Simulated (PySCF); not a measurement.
# C3H6BF3N2: the cost of one run

Computed with PySCF 2.14.0 and routines of our own; the level stands in each step. Atoms count from 0.

### Step 1. The system as given

15 atoms, charge 0, multiplicity 1; geometry from: GFN2-xTB.

### Step 2. Magnetic properties: GIAO PBE/pcSseg-1

What the job is given:

```
{"job": {"kind": "mag", "xc": "PBE", "basis": "pcSseg-1", "isotopologues": 0}, "charge": 0, "multiplicity": 1}
C     -2.602690    -0.677358    -0.568250
C     -1.637819     0.219388    -0.013073
N     -0.858003     0.932361     0.428386
B      1.280637     0.530278     0.896941
N      1.902371     1.635337     0.359728
C      1.284022    -0.795537    -0.038570
F      1.038562    -0.555360    -1.354890
F      2.486686    -1.419625    -0.020418
F      0.387585    -1.755605     0.302378
H     -3.312810    -0.974126     0.202283
H     -3.130475    -0.192686    -1.388550
H     -2.081862    -1.560152    -0.939182
H      1.066402     0.413240     2.036361
H      2.031155     2.495690     0.862888
H      2.141825     1.712145    -0.615289
```

With the program's defaults for keys left out, this is: GIAO PBE/pcSseg-1 magnetisability, rotational g tensor and spin-rotation constants, non-relativistic, gas phase.

Command:

```
> OMP_NUM_THREADS=1 python excited_run.py task.json out
```

This one command runs all jobs of the session in turn.

Q: Estimate the wall time and peak memory of this first job on 1 thread of Arm Neoverse N1, shared host.

About 62 s, with a peak of 0.75 GiB.
